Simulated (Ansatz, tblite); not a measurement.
**Sn29H36 other sphere (Sn29H36): spin states and exact exchange**

Aim: set other spin states of Sn29H36 other sphere (Sn29H36) against its singlet, on many levels of theory.

The runs use Ansatz 0.2.0, Gaussian basis; as each input shows.

The runs, in order: triplet, at the geometry of the singlet (GFN1-xTB, GFN2-xTB, PBE0-D4/def2-SVP, PBE-D4/def2-SVP); the singlet's energies come from earlier runs.

2 further runs of the same task are left out: 1 for a known fault of the program, 1 set aside as unsound or not needed.

### Step 1. The geometry

The singlet was relaxed beforehand with PBE-D4/def2-SVP.

65 atoms, charge 0, spin multiplicity 1.

Bond lengths: Sn1–Sn19 2.821 Å, Sn1–Sn20 2.822 Å, Sn1–H30 1.741 Å, Sn1–H31 1.735 Å, Sn2–Sn19 2.821 Å, Sn2–Sn21 2.822 Å, Sn2–H32 1.740 Å, Sn2–H33 1.735 Å, Sn3–Sn17 2.830 Å, Sn3–Sn18 2.830 Å, Sn3–Sn19 2.830 Å, Sn3–Sn22 2.832 Å, Sn4–Sn20 2.822 Å, Sn4–Sn21 2.822 Å, Sn4–H34 1.740 Å, Sn4–H35 1.735 Å, Sn5–Sn17 2.822 Å, Sn5–Sn23 2.822 Å and more. Angles: Sn19–Sn1–Sn20 109.0°, Sn19–Sn1–H30 108.6°, Sn19–Sn1–H31 111.5°, Sn20–Sn1–H30 108.6°, Sn20–Sn1–H31 111.5°, H30–Sn1–H31 107.5°, Sn19–Sn2–Sn21 109.0°, Sn19–Sn2–H32 108.7°, Sn19–Sn2–H33 111.7°, Sn21–Sn2–H32 108.6°, Sn21–Sn2–H33 111.4°, H32–Sn2–H33 107.4°, Sn17–Sn3–Sn18 109.9°, Sn17–Sn3–Sn19 109.8°, Sn17–Sn3–Sn22 109.1°, Sn18–Sn3–Sn19 109.9°, Sn18–Sn3–Sn22 109.1°, Sn19–Sn3–Sn22 109.1° and more.

Sn takes a core potential in the def2 sets. No spin-orbit coupling is included.

### Step 2. Triplet at the fixed geometry, GFN1-xTB

Tight binding, by tblite at 300 K electronic temperature and without a spin-polarisation term:

```python
tblite.interface.Calculator('GFN1-xTB', numbers, positions, charge=0, uhf=2).singlepoint()
```

Energy -2524.1225 eV; 1.2 s.

### Step 3. Triplet at the fixed geometry, GFN2-xTB

Tight binding, by tblite at 300 K electronic temperature and without a spin-polarisation term:

```python
tblite.interface.Calculator('GFN2-xTB', numbers, positions, charge=0, uhf=2).singlepoint()
```

Energy -2178.2973 eV; 2.6 s.

### Step 4. Triplet at the fixed geometry, PBE0-D4/def2-SVP

in.yaml reads:

```yaml
crystal:
  periodic: [false, false, false]
  atoms:
    - {symbol: Sn, position_ang: [-4.897586, -1.704688, 1.710270]}
    - {symbol: Sn, position_ang: [-1.718353, -4.898030, 1.705081]}
    - {symbol: Sn, position_ang: [-1.636503, -1.633971, -1.638889]}
    - {symbol: Sn, position_ang: [-1.706768, -1.712269, 4.895507]}
    - {symbol: Sn, position_ang: [-1.712024, 1.714763, -4.900520]}
    - {symbol: Sn, position_ang: [-4.898034, 1.712022, -1.713820]}
    - {symbol: Sn, position_ang: [-1.632659, 1.635984, 1.631890]}
    - {symbol: Sn, position_ang: [-1.707378, 4.897810, -1.712465]}
    - {symbol: Sn, position_ang: [1.706082, -1.711882, -4.902651]}
    - {symbol: Sn, position_ang: [1.708491, -4.898581, -1.713773]}
    - {symbol: Sn, position_ang: [1.633692, -1.637779, 1.631249]}
    - {symbol: Sn, position_ang: [4.898033, -1.716954, -1.720049]}
    - {symbol: Sn, position_ang: [1.638291, 1.633366, -1.639782]}
    - {symbol: Sn, position_ang: [1.719133, 4.896664, 1.706587]}
    - {symbol: Sn, position_ang: [4.899405, 1.702395, 1.707344]}
    - {symbol: Sn, position_ang: [1.713320, 1.714317, 4.893728]}
    - {symbol: Sn, position_ang: [-3.262070, 0.015966, -3.265716]}
    - {symbol: Sn, position_ang: [0.011071, -3.262861, -3.264645]}
    - {symbol: Sn, position_ang: [-3.266400, -3.257244, 0.010376]}
    - {symbol: Sn, position_ang: [-3.257338, -0.012256, 3.261856]}
    - {symbol: Sn, position_ang: [-0.016173, -3.266864, 3.255614]}
    - {symbol: Sn, position_ang: [0.001137, -0.000329, -0.004248]}
    - {symbol: Sn, position_ang: [-0.010946, 3.262480, -3.265303]}
    - {symbol: Sn, position_ang: [-3.260712, 3.262137, -0.017051]}
    - {symbol: Sn, position_ang: [0.016950, 3.264748, 3.256235]}
    - {symbol: Sn, position_ang: [3.262525, -0.017081, -3.269135]}
    - {symbol: Sn, position_ang: [3.262294, -3.263384, -0.018063]}
    - {symbol: Sn, position_ang: [3.259544, 0.010465, 3.260143]}
    - {symbol: Sn, position_ang: [3.267490, 3.257604, 0.010054]}
    - {symbol: H, position_ang: [-5.761379, -2.772583, 2.779360]}
    - {symbol: H, position_ang: [-6.074425, -0.799840, 0.811275]}
    - {symbol: H, position_ang: [-2.785634, -5.760896, 2.775407]}
    - {symbol: H, position_ang: [-0.817747, -6.077883, 0.806085]}
    - {symbol: H, position_ang: [-2.774327, -2.779404, 5.761835]}
    - {symbol: H, position_ang: [-0.800653, -0.815088, 6.072679]}
    - {symbol: H, position_ang: [-0.812866, 0.817638, -6.082954]}
    - {symbol: H, position_ang: [-2.778984, 2.787596, -5.760853]}
    - {symbol: H, position_ang: [-6.076742, 0.813404, -0.811012]}
    - {symbol: H, position_ang: [-5.760136, 2.782273, -2.781876]}
    - {symbol: H, position_ang: [-2.772603, 5.762916, -2.783002]}
    - {symbol: H, position_ang: [-0.806640, 6.075570, -0.810448]}
    - {symbol: H, position_ang: [0.806304, -0.807169, -6.078886]}
    - {symbol: H, position_ang: [2.772551, -2.777845, -5.771798]}
    - {symbol: H, position_ang: [0.807708, -6.074885, -0.810214]}
    - {symbol: H, position_ang: [2.776733, -5.763074, -2.781894]}
    - {symbol: H, position_ang: [5.751848, -2.790465, -2.791533]}
    - {symbol: H, position_ang: [6.081591, -0.817944, -0.824134]}
    - {symbol: H, position_ang: [0.821048, 6.077048, 0.805695]}
    - {symbol: H, position_ang: [2.790397, 5.758022, 2.774008]}
    - {symbol: H, position_ang: [6.071823, 0.796541, 0.803821]}
    - {symbol: H, position_ang: [5.771373, 2.767299, 2.772433]}
    - {symbol: H, position_ang: [0.811373, 0.816512, 6.073498]}
    - {symbol: H, position_ang: [2.786223, 2.782524, 5.752393]}
    - {symbol: H, position_ang: [-4.263772, -1.002691, -4.268215]}
    - {symbol: H, position_ang: [-1.009333, -4.264743, -4.265154]}
    - {symbol: H, position_ang: [-4.271864, -4.254959, -1.009286]}
    - {symbol: H, position_ang: [-4.255699, 1.007554, 4.266410]}
    - {symbol: H, position_ang: [1.003395, -4.268314, 4.257383]}
    - {symbol: H, position_ang: [1.009303, 4.264310, -4.266162]}
    - {symbol: H, position_ang: [-4.260412, 4.264672, 1.003582]}
    - {symbol: H, position_ang: [-1.002064, 4.268172, 4.256740]}
    - {symbol: H, position_ang: [4.264790, 1.001922, -4.270794]}
    - {symbol: H, position_ang: [4.264302, -4.265130, 1.001193]}
    - {symbol: H, position_ang: [4.260930, -1.008036, 4.263229]}
    - {symbol: H, position_ang: [4.272475, 4.257930, -1.007636]}
basis:
  gaussian: {orbitals: def2-SVP, fitting: {mean_field: def2-universal-jkfit}}
magnetization: {spin_polarized: true, initial_magnetization: 2}
hamiltonian: {xc: pbe0, dispersion: d4}
scf: {omitted_lower_state_checks: [starts]}
output: {orbitals: {seedname: orbitals}}
```

Launch:

```console
$ ansatz run in.yaml --threads 11 --pin off --events-out ev --progress --plain --max-ram 174080MiB --backend cuda --devices 0, --max-vram 75GiB
```

The program printed:

```text
Functional definition: PBE0
  name "PBE0"
  cite "Adamo & Barone, J. Chem. Phys. 110, 6158 (1999) doi:10.1063/1.478522"
  cite "Perdew, Burke & Ernzerhof, Phys. Rev. Lett. 77, 3865 (1996) doi:10.1103/PhysRevLett.77.3865"
  parent pbe
  parameter a = 0.25
  parameter kappa = 0.804
  parameter beta = 0.06672455060314922
  exchange = (1 - a)*pbe_x(kappa = kappa, mu = beta*pi^2/3) + a*exact_x
  correlation = pbe_c(beta = beta)
these checks for a lower state are left out or cut short: starts
6970 factors; integrals over basis functions are off by at most 3.3e-1 eV
mean field evaluation 1: about -169714.7411 eV, gradient 2.3e1 eV
mean field evaluation 2: about -169710.9093 eV, gradient 3.1e1 eV
mean field evaluation 4: about -169717.9338 eV, gradient 5.1e0 eV
mean field evaluation 8: about -169718.0959 eV, gradient 1.1e0 eV
mean field evaluation 16: about -169718.1100 eV, gradient 8.7e-2 eV
mean field evaluation 32: about -169718.2876 eV, gradient 1.1e-5 eV
mean field -169718.28762953 eV, -6237.0320311981 hartree, gradient 7.7e-6 eV, S^2 2.005550; 0 other end points of the search recorded, 0 dependent functions left out
reference -169718.28774959 eV, -6237.0320356101 hartree; 338, 336 occupied and 596, 598 virtual orbitals, 6970 factors
Total energy: -169723.58243213 eV, -6237.2266116046 hartree
Checks for a lower state left out: starts
```

Run time: 73 s. Hardware: 1 × H100 with 11 threads of AMD EPYC 7R13, shared host; peak host memory 1.9 GiB.

Report: HOMO -3.37 eV, LUMO -5.62 eV (over both spins; with the spin held, an empty level of the minority spin lies below the top filled one); ⟨S²⟩ 2.006 (pure: 2.00).

### Step 5. Triplet at the fixed geometry, PBE-D4/def2-SVP

start.molden holds the orbitals of an earlier run on this state, given as this run's starting guess.

Changes to in.yaml since step 4:

```diff
@@ -69,5 +69,5 @@
 basis:
-  gaussian: {orbitals: def2-SVP, fitting: {mean_field: def2-universal-jkfit}}
+  gaussian: {orbitals: def2-SVP, fitting: {mean_field: def2-universal-jkfit}, initial_orbitals: start.molden}
 magnetization: {spin_polarized: true, initial_magnetization: 2}
-hamiltonian: {xc: pbe0, dispersion: d4}
+hamiltonian: {xc: pbe, dispersion: d4}
 scf: {omitted_lower_state_checks: [starts]}
```

Launched as before.

The program printed:

```text
Functional definition: PBE
  name "PBE"
  cite "Perdew, Burke & Ernzerhof, Phys. Rev. Lett. 77, 3865 (1996) doi:10.1103/PhysRevLett.77.3865"
  parent pbe
  parameter kappa = 0.804
  parameter beta = 0.06672455060314922
  exchange = pbe_x(kappa = kappa, mu = beta*pi^2/3)
  correlation = pbe_c(beta = beta)
these checks for a lower state are left out or cut short: starts
6970 factors; integrals over basis functions are off by at most 3.3e-1 eV
mean field evaluation 1: about -169708.1972 eV, gradient 1.1e1 eV
mean field evaluation 2: about -169709.1810 eV, gradient 8.3e-1 eV
mean field evaluation 4: about -169709.1780 eV, gradient 2.7e-1 eV
mean field evaluation 8: about -169709.1823 eV, gradient 9.0e-1 eV
mean field evaluation 16: about -169709.1962 eV, gradient 2.4e-5 eV
mean field -169709.19623719 eV, -6236.6979286920 hartree, gradient 3.0e-6 eV, S^2 2.001270; 0 other end points of the search recorded, 0 dependent functions left out
reference -169709.19639767 eV, -6236.6979345895 hartree; 338, 336 occupied and 596, 598 virtual orbitals, 6970 factors
Total energy: -169714.83275667 eV, -6236.9050669623 hartree
Checks for a lower state left out: starts
```

It took 31 s on 1 × H100 with 11 threads of AMD EPYC 7R13, shared host; peak host memory 1.9 GiB.

From the report: HOMO -3.19 eV, LUMO -5.74 eV (over both spins; with the spin held, an empty level of the minority spin lies below the top filled one); ⟨S²⟩ 2.001 (pure: 2.00).

### Step 6. Triplet less singlet, vertical

The singlet's energies are those of its earlier runs, whose logs aren't repeated here.

| level | triplet less singlet, vertical (eV) | time |
| --- | --- | --- |
| GFN1-xTB | +1.079 | 2 s |
| GFN2-xTB | +0.645 | 4.7 s |
| PBE-D4/def2-SVP | +2.595 | 39 s |
| PBE0-D4/def2-SVP | +3.235 | 93 s |

Times add the two runs; a level without a time comes out of a correlated run. Tight binding without a spin term can't rank spin states.

### Step 7. Outcome

| quantity | value |
| --- | --- |
| triplet less singlet, vertical, functionals in def2-SVP | +2.595 (PBE-D4) to +3.235 eV (PBE0-D4) |

What this shows: All functionals put the triplet above the singlet, over a spread of 0.640 eV. The checks for a lower triplet were left out, so another state of that spin may lie lower. These are electronic energies, without zero-point motion, entropy or surroundings.
